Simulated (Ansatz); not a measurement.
# Tl12O: the cost of one run

Method: DFT PBE, plane waves, PAW, scalar-relativistic, no spin polarisation, in Ansatz 0.2.0.

## 1. The system as given

The cell holds 13 atoms (OTl12): a = 6.920 Å, b = 10.380 Å, c = 5.533 Å, α = 90.00°, β = 90.00°, γ = 120.00°.

Structure file:

```xyz
13
Lattice="6.9200 0.0000 0.0000 -5.1900 8.9893 0.0000 0.0000 0.0000 5.5325" Properties=species:S:1:pos:R:3 pbc="T T T"
Tl    0.0000    0.0000    0.0000
Tl    0.0000    1.9976    2.7663
Tl   -1.7300    2.9964    0.0000
Tl   -1.7300    4.9941    2.7663
Tl   -3.4600    5.9929    0.0000
Tl   -3.4600    7.9905    2.7663
Tl    3.4600    0.0000    0.0000
Tl    3.4600    1.9976    2.7663
Tl    1.7300    2.9964    0.0000
Tl    1.7300    4.9941    2.7663
Tl    0.0000    5.9929    0.0000
Tl    0.0000    7.9905    2.7663
O     5.1600    1.0191    4.0939
```

## 2. Preparing the start

input.yaml reads:

```yaml
accuracy: low
crystal:
  lattice:
    - [6.92, 0.0, 0.0]
    - [-5.19, 8.989344, 0.0]
    - [0.0, 0.0, 5.53254]
  atoms:
    - { symbol: Tl, position: [0.0, 0.0, 0.0] }
    - { symbol: Tl, position: [0.1666667, 0.2222222, 0.5] }
    - { symbol: Tl, position: [0.0, 0.3333333, 0.0] }
    - { symbol: Tl, position: [0.1666667, 0.5555556, 0.5] }
    - { symbol: Tl, position: [0.0, 0.6666667, 0.0] }
    - { symbol: Tl, position: [0.1666667, 0.8888889, 0.5] }
    - { symbol: Tl, position: [0.5, 0.0, 0.0] }
    - { symbol: Tl, position: [0.6666667, 0.2222222, 0.5] }
    - { symbol: Tl, position: [0.5, 0.3333333, 0.0] }
    - { symbol: Tl, position: [0.6666667, 0.5555556, 0.5] }
    - { symbol: Tl, position: [0.5, 0.6666667, 0.0] }
    - { symbol: Tl, position: [0.6666667, 0.8888889, 0.5] }
    - { symbol: O, position: [0.8306898, 0.1133627, 0.739963] }
basis:
  ecutwfc: 420.0
kpoints:
  mp_grid: { grid: [2, 1, 2] }
hamiltonian:
  xc: pbe
scf:
  occupations: { method: fermi_dirac, width: 0.15 }
  lower_state_search: "off"
relax:
  f_tol: 0.08
  max_steps: 25
  adjacent_minimum: "off"
```

Command:

```
$ ansatz run input.yaml --threads 1 --pin off --max-ram 3072MiB --backend cpu --events-out ev --progress --plain --runs-dir out
```

**Question.** How long does this run take on 1 thread of Arm Neoverse V1, shared host, and how much memory does it need?

About 40 s, with a peak of 0.56 GiB.
